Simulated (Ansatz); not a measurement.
**LuSb: how the settings move a single-point run**

Aim: see which settings change the result for LuSb, by how much, and at what cost. The cell is built on a prototype (zincblende) and needn't be the phase found in nature.

Program: Ansatz 0.2.0. Level of theory: reference: DFT, HSE06, plane waves, PAW. These are calculated values, not measurements.

5 further runs of the same task are left out: 3 for a known fault of the program, 2 that didn't finish.

**1. The structure to begin with**

The structure is cubic, space group F-43m (No. 216). Conventional cell: a = 6.804 Å, b = 6.804 Å, c = 6.804 Å, α = 90.00°, β = 90.00°, γ = 90.00°. Around Lu (site symmetry -43m) lie 4 Sb at 2.95 Å. Sb (site symmetry -43m) is surrounded by 4 Lu at 2.95 Å.

Coordinates:

```cif
data_structure
_symmetry_space_group_name_H-M 'F-43m'
_symmetry_Int_Tables_number 216
_cell_length_a 6.8041
_cell_length_b 6.8041
_cell_length_c 6.8041
_cell_angle_alpha 90.000
_cell_angle_beta 90.000
_cell_angle_gamma 90.000
_cell_volume 315.00
loop_
_atom_site_label
_atom_site_type_symbol
_atom_site_symmetry_multiplicity
_atom_site_Wyckoff_symbol
_atom_site_fract_x
_atom_site_fract_y
_atom_site_fract_z
_atom_site_occupancy
Lu1 Lu 4 a 0.00000 0.00000 0.00000 1
Sb1 Sb 4 d 0.25000 0.25000 0.75000 1
```

**2. Reference**

File input.yaml:

```yaml
crystal:
  lattice:
    - [0.0, 3.4020389083, 3.4020389083]
    - [3.4020389083, 0.0, 3.4020389083]
    - [3.4020389083, 3.4020389083, 0.0]
  atoms:
    - { symbol: Lu, position: [0.0, 0.0, 0.0] }
    - { symbol: Sb, position: [0.25, 0.25, 0.25] }
kpoints:
  mp_grid: { grid: [4, 4, 4] }
hamiltonian:
  xc: hse06
scf:
  occupations: { method: fixed }
  n_extra_bands: 4
output:
  forces: true
  stress: true
  eigenvalues: true
```

Command:

```sh
> ansatz run input.yaml --threads 4 --pin off --max-ram 3686MiB --backend cpu --events-out ev --progress --plain --runs-dir out
```

**3. Changed: singularity none**

Edit input.yaml of step 2 so:

```diff
@@ -15,2 +15,3 @@
   n_extra_bands: 4
+  exx: { singularity: none }
 output:
```

**4. Changing settings: mixing.ndim 30**

Edit input.yaml of step 2 so:

```diff
@@ -15,2 +15,4 @@
   n_extra_bands: 4
+  mixing: { ndim: 30 }
+  max_iter: 72
 output:
```

**Question.** What will these runs give? Wanted: for each run, ending; energy change; pressure; gap; force.

As calculated:

```csv
run,ending,energy change,pressure (GPa),gap (eV),force (eV/Å),cycles,time
reference,converged,0,0.7,2.21,0.00,17,23 s
1: singularity none,converged,-,0.7,2.21,0.00,17,23 s
2: mixing.ndim 30,converged,0.0 meV/atom,0.7,2.21,0.00,17,23 s
```

Residual by cycle in the longest SCF loop of each run; runs are numbered as in the table. The quantity is the density residual dr2, in eV.

```csv
cycle,reference,run 1,run 2
1,0.0388,0.0391,0.0388
2,0.0209,0.0209,0.0209
3,0.00188,0.00188,0.00188
4,9.7e-4,9.7e-4,9.7e-4
5,5.5e-5,5.5e-5,5.5e-5
6,4.3e-5,4.3e-5,4.3e-5
7,2.4e-5,2.4e-5,2.4e-5
8,1.0e-6,1.0e-6,1.0e-6
```

«mixing.ndim 30» leaves the energy as it was. The gap of the reference lacks spin-orbit coupling, though the cell holds Lu.
